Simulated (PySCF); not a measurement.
# As (R-3m) in PySCF: notebook

One crystal, As, is run at these levels: PBE; tasks: single point.

Program: PySCF 2.14.0. These are calculated values, not measurements. Logs are shortened: lines on timing, memory, paths and dates and some standing lists are left out, and cuts for length are marked.

**1. Starting point**

The structure is trigonal, space group R-3m (No. 166). Conventional cell: a = 3.762 Å, b = 3.762 Å, c = 10.542 Å, α = 90.00°, β = 90.00°, γ = 120.00°. As (site symmetry 3m) is surrounded by 3 As at 2.51 Å.

**2. Single point, PBE**

Input file run.py:

```python
import json
import numpy as np
from pyscf.pbc import gto, scf, dft, df
from pyscf.pbc.tools import pyscf_ase
from ase.io import read

atoms = read('As.xyz')
cell = pyscf_ase.cell_from_ase(atoms)
cell.basis = 'pob-dzvp-rev2'
cell.exp_to_discard = 0.1
cell.precision = 1e-08
cell.max_memory = 5880  # MB
cell.verbose = 4
cell.build()

res = {}
kpts = cell.make_kpts([2, 2, 2])
mf = dft.KRKS(cell, kpts, xc='pbe')
mf = mf.density_fit()
mf.with_df._cderi_to_save = 'cderi.h5'
mf.with_df.build(j_only=False)
mf = mf.smearing(sigma=0.00183747, method='fermi')  # hartree
mf.conv_tol = 1e-07
mf.max_cycle = 60

mf.kernel()
res.update(converged=bool(mf.converged), e_tot=mf.e_tot, nelec=cell.nelectron, nao=cell.nao, mesh=list(map(int, cell.mesh)), a=cell.lattice_vectors().tolist(), coords=cell.atom_coords().tolist(),
           mo_energy=[np.real(x).tolist() for x in mf.mo_energy], mo_occ=[np.real(x).tolist() for x in mf.mo_occ])
res.update(e_free=mf.e_free, e_zero=mf.e_zero)
res.update(kpts=cell.get_scaled_kpts(kpts).tolist())
res['parts'] = {k: float(np.real(v)) for k, v in mf.scf_summary.items() if np.isscalar(v)}
json.dump(res, open('results.json', 'w'))
if not mf.converged:
    raise SystemExit('SCF not converged')

print('levels (eV)')
for i, kp in enumerate(res['kpts'][:40]):
    print('k %7.4f %7.4f %7.4f  ' % tuple(kp), ' '.join('%.3f' % (x * 27.211386) for x in res['mo_energy'][i][:38]))

# Mulliken populations
dm, s = np.asarray(mf.make_rdm1()), np.asarray(mf.get_ovlp())
sites = cell.aoslice_by_atom()[:, 2:]
tot = np.einsum('kij,kji->i', dm, s).real / len(kpts)
res['mulliken'] = [cell.atom_charge(i) - tot[a0:a1].sum() for i, (a0, a1) in enumerate(sites)]
print('Mulliken charges', np.round(res['mulliken'], 5))
res['done'] = True
json.dump(res, open('results.json', 'w'))
```

Input file As.xyz:

```xyz
2
Lattice="1.8807968987 1.0858785957 3.5140619945 -1.8807968987 1.0858785957 3.5140619945 0.0000000000 -2.1717571915 3.5140619945" Properties=species:S:1:pos:R:3 pbc="T T T"
As     0.0000000000      0.0000000000      2.3825340323
As     0.0000000000     -0.0000000001      8.1596519512
```

Potentials or basis: pob-dzvp-rev2 (all-electron).

Started as:

```sh
OMP_NUM_THREADS=4 python -u run.py > log
```

The log of the run:

```text
Discarded 0 diffused primitive functions, 0 contracted functions

PySCF version 2.14.0

[INPUT] verbose = 4
[INPUT] num. atoms = 2
[INPUT] num. electrons = 66
[INPUT] charge = 0
[INPUT] spin (= nelec alpha-beta = 2S) = 0
[INPUT] symmetry False subgroup None
[INPUT] Mole.unit = angstrom
[INPUT] Symbol           X                Y                Z      unit          X                Y                Z       unit  Magmom
[INPUT]  1 As     0.000000000000   0.000000000000   2.382534032300 AA    0.000000000000   0.000000000000   4.502336803503 Bohr   0.0
[INPUT]  2 As     0.000000000000  -0.000000000100   8.159651951200 AA    0.000000000000  -0.000000000189  15.419507459541 Bohr   0.0

nuclear repulsion = -579.206506983059
number of shells = 24
number of NR pGTOs = 148
number of NR cGTOs = 64
basis = pob-dzvp-rev2
ecp = {}
lattice vectors  a1 [3.554191034, 2.052013150, 6.640614754]
                 a2 [-3.554191034, 2.052013150, 6.640614754]
                 a3 [0.000000000, -4.104026301, 6.640614754]
dimension = 3
low_dim_ft_type = None
Cell volume = 290.59
exp_to_discard = 0.1
rcut = 20.040921315774565 (nimgs = [4 4 4])
precision = 1e-08
pseudo = None
ke_cutoff = 6540490.4789507035
    = [8989 8989 8989] mesh (726330265669 PWs)

******** <class 'pyscf.pbc.df.df.GDF'> ********
auxbasis = None
exp_to_discard = 0.1
len(kpts) = 8
ETB for As: l = 0, exps = 0.3100262 * 2^n , n = 0..19
ETB for As: l = 1, exps = 0.33241002623409543 * 2^n , n = 0..16
ETB for As: l = 2, exps = 0.3191790315395045 * 2^n , n = 0..14
ETB for As: l = 3, exps = 0.34222369027978883 * 2^n , n = 0..10
ETB for As: l = 4, exps = 0.32860208 * 2^n , n = 0..9

WARN: Even tempered Gaussians are generated as DF auxbasis for  As

Drop 0 primitive fitting functions
make aux basis, num shells = 146, num cGTOs = 626
auxcell.rcut 12.136002918510583

******** <class 'pyscf.pbc.df.rsdf_builder._RSGDFBuilder'> ********
mesh = [9 9 9] (729 PWs)
ke_cutoff = 5.182527314295422
omega = 0.2812238681341817
exclude_d_aux = True
exclude_dd_block = True
j2c_eig_always = False
has_long_range = True

******** <class 'pyscf.pbc.scf.smearing.SmearingKRKS'> ********
method = SmearingKRKS
initial guess = minao
damping factor = 0
level_shift factor = 0
DIIS = <class 'pyscf.scf.diis.CDIIS'>
diis_start_cycle = 1
diis_space = 8
diis_damp = 0
SCF conv_tol = 1e-07
SCF conv_tol_grad = None
SCF max_cycles = 60
direct_scf = True
direct_scf_tol = 1e-13

******** PBC SCF flags ********
N kpts = 8
Exchange divergence treatment (exxdiv) = ewald
    madelung (= occupied orbital energy shift) = 0.21739010419357901
    Total energy shift due to Ewald probe charge = -1/2 * Nelec*madelung = -7.17387343839
Smearing method = fermi
DF object = <pyscf.pbc.df.df.GDF object>
XC functionals = pbe
small_rho_cutoff = 0
radial grids:
    Treutler-Ahlrichs [JCP 102, 346 (1995); DOI:10.1063/1.469408] (M4) radial grids

becke partition: Becke, JCP 88, 2547 (1988); DOI:10.1063/1.454033
pruning grids: <function nwchem_prune>
grids dens level: 3
symmetrized grids: False
atomic radii adjust function: <function treutler_atomic_radii_adjust>
Set gradient conv threshold to 0.000316228

******** <class 'pyscf.pbc.df.rsdf_builder._RSNucBuilder'> ********
mesh = [15 15 15] (3375 PWs)
ke_cutoff = 15.871489900029728
omega = 0.5015620331116175
exclude_d_aux = False
exclude_dd_block = True
j2c_eig_always = False
has_long_range = True
tot grids = 40516
cell vol = 290.589852  sum(weights) = 290.592327
nelec by numeric integration = 65.9999673056225
init E= -4476.83901982736
    sigma = 0.00183747  Optimized mu = 0.43083131029  entropy = 0.573007997246
nelec by numeric integration = 65.99996309486869
    Total E(T) = -4470.4756312058  Free energy = -4470.47668409081  E0 = -4470.47615764831
cycle= 1 E= -4470.4756312058  delta_E= 6.36  |g|= 1.57  |ddm|= 7.09
    sigma = 0.00183747  Optimized mu = 0.408030689032  entropy = 1.00529289278
nelec by numeric integration = 65.99996951271024
    Total E(T) = -4470.45556728177  Free energy = -4470.4574144773  E0 = -4470.45649087953
cycle= 2 E= -4470.45556728177  delta_E= 0.0201  |g|= 1.68  |ddm|= 4.37
    sigma = 0.00183747  Optimized mu = 0.426230734342  entropy = 0.582115292374
nelec by numeric integration = 65.99996527477141
    Total E(T) = -4470.53835819519  Free energy = -4470.53942781457  E0 = -4470.53889300488
cycle= 3 E= -4470.53835819519  delta_E= -0.0828  |g|= 0.139  |ddm|= 3.68
    sigma = 0.00183747  Optimized mu = 0.42224212579  entropy = 0.877656144469
nelec by numeric integration = 65.99996834708544
    Total E(T) = -4470.53857411615  Free energy = -4470.54018678299  E0 = -4470.53938044957
cycle= 4 E= -4470.53857411615  delta_E= -0.000216  |g|= 0.054  |ddm|= 1.72
    sigma = 0.00183747  Optimized mu = 0.422969856859  entropy = 0.74603450994
[... 11 lines left out ...]
    sigma = 0.00183747  Optimized mu = 0.422843269411  entropy = 0.779499379895
nelec by numeric integration = 65.9999677319181
    Total E(T) = -4470.53896003597  Free energy = -4470.54039234269  E0 = -4470.53967618933
cycle= 8 E= -4470.53896003597  delta_E= 3.56e-07  |g|= 5.38e-05  |ddm|= 0.000806
    sigma = 0.00183747  Optimized mu = 0.422843856778  entropy = 0.77937896308
nelec by numeric integration = 65.99996773162567
    Total E(T) = -4470.53896025741  Free energy = -4470.54039234287  E0 = -4470.53967630014
cycle= 9 E= -4470.53896025741  delta_E= -2.21e-07  |g|= 3.65e-06  |ddm|= 0.000519
    sigma = 0.00183747  Optimized mu = 0.422843838952  entropy = 0.779386815704
nelec by numeric integration = 65.99996773160677
    Total E(T) = -4470.53896024297  Free energy = -4470.54039234286  E0 = -4470.53967629291
cycle= 10 E= -4470.53896024297  delta_E= 1.44e-08  |g|= 3.93e-07  |ddm|= 2.58e-05
    sigma = 0.00183747  Optimized mu = 0.422843832089  entropy = 0.779388312339
nelec by numeric integration = 65.99996773161521
    Total E(T) = -4470.53896024022  Free energy = -4470.54039234286  E0 = -4470.53967629154
Extra cycle  E= -4470.53896024022  delta_E= 2.74e-09  |g|= 7.85e-07  |ddm|= 7.52e-06
converged SCF energy = -4470.53896024022
levels (eV)
k  0.0000  0.0000  0.0000   -11524.390 -11524.384 -1431.569 -1431.564 -1279.129 -1279.129 -1279.128 -1279.128 -1279.114 -1279.114 -167.649 -167.648 -116.089 -116.089 -116.086 -116.086 -116.041 -116.040 -25.601 -25.601 -25.562 -25.562 -25.513 -25.499 -25.499 -25.469 -25.455 -25.455 -3.084 6.634 9.165 9.613 9.613 13.361 14.559 14.560 18.527 18.528
k  0.0000  0.0000  0.5000   -11524.388 -11524.388 -1431.567 -1431.566 -1279.130 -1279.129 -1279.129 -1279.129 -1279.115 -1279.115 -167.648 -167.648 -116.089 -116.088 -116.087 -116.086 -116.041 -116.040 -25.600 -25.568 -25.538 -25.531 -25.522 -25.518 -25.512 -25.486 -25.471 -25.471 -0.282 0.903 8.721 8.838 11.375 11.561 12.078 12.999 20.876 21.584
k -0.0000  0.5000  0.0000   -11524.388 -11524.388 -1431.567 -1431.566 -1279.130 -1279.129 -1279.129 -1279.129 -1279.115 -1279.115 -167.648 -167.648 -116.089 -116.088 -116.087 -116.086 -116.041 -116.040 -25.600 -25.567 -25.538 -25.531 -25.522 -25.518 -25.512 -25.486 -25.471 -25.471 -0.282 0.903 8.721 8.838 11.375 11.561 12.078 12.999 20.876 21.583
k  0.0000  0.5000  0.5000   -11524.389 -11524.388 -1431.567 -1431.566 -1279.130 -1279.129 -1279.128 -1279.128 -1279.116 -1279.115 -167.648 -167.648 -116.089 -116.088 -116.087 -116.086 -116.041 -116.040 -25.607 -25.572 -25.535 -25.535 -25.523 -25.521 -25.509 -25.494 -25.476 -25.456 -0.190 2.358 5.769 7.382 7.450 13.068 17.174 18.750 19.027 22.488
k  0.5000 -0.0000 -0.0000   -11524.388 -11524.388 -1431.567 -1431.566 -1279.130 -1279.129 -1279.129 -1279.129 -1279.115 -1279.115 -167.648 -167.648 -116.089 -116.088 -116.087 -116.086 -116.041 -116.040 -25.600 -25.567 -25.538 -25.531 -25.522 -25.518 -25.512 -25.486 -25.471 -25.471 -0.282 0.903 8.721 8.838 11.375 11.561 12.078 12.999 20.876 21.583
k  0.5000  0.0000  0.5000   -11524.389 -11524.388 -1431.567 -1431.566 -1279.130 -1279.129 -1279.128 -1279.128 -1279.116 -1279.115 -167.648 -167.648 -116.089 -116.088 -116.087 -116.086 -116.041 -116.040 -25.607 -25.572 -25.535 -25.535 -25.523 -25.521 -25.509 -25.494 -25.476 -25.456 -0.190 2.358 5.769 7.382 7.450 13.068 17.174 18.750 19.027 22.488
k  0.5000  0.5000 -0.0000   -11524.389 -11524.388 -1431.567 -1431.566 -1279.130 -1279.129 -1279.128 -1279.128 -1279.116 -1279.115 -167.648 -167.648 -116.089 -116.088 -116.087 -116.086 -116.041 -116.040 -25.607 -25.573 -25.535 -25.535 -25.523 -25.521 -25.509 -25.494 -25.476 -25.456 -0.190 2.358 5.769 7.382 7.450 13.068 17.174 18.751 19.027 22.488
k  0.5000  0.5000  0.5000   -11524.388 -11524.387 -1431.566 -1431.566 -1279.130 -1279.130 -1279.129 -1279.129 -1279.118 -1279.114 -167.649 -167.648 -116.089 -116.089 -116.086 -116.086 -116.042 -116.040 -25.593 -25.593 -25.560 -25.560 -25.513 -25.496 -25.496 -25.471 -25.469 -25.469 -1.743 1.962 9.831 9.831 11.515 12.371 12.371 13.700 20.486 22.201
Mulliken charges [ 0. -0.]
```

Run time: 99 s. Hardware: 4 threads of AMD EPYC (Zen 3), shared host; peak memory 1.7 GiB.

Results:

```yaml
Free_energy: -121649.6013 eV
Band_gap_on_the_k_mesh: none (metal or under the smearing width)
```

Caveat: the k mesh is coarse (spacing up to 1.01 Å⁻¹), so the values aren't converged; the default atom-centred grid shifts energies of crystals by up to some 10 meV an atom and pressures by some 0.5 GPa; relativity is left out, which matters for the heavier elements; the basis of atomic orbitals isn't converged, which shifts pressures, moduli and gaps.

(Part 1 of 3 ends here.)
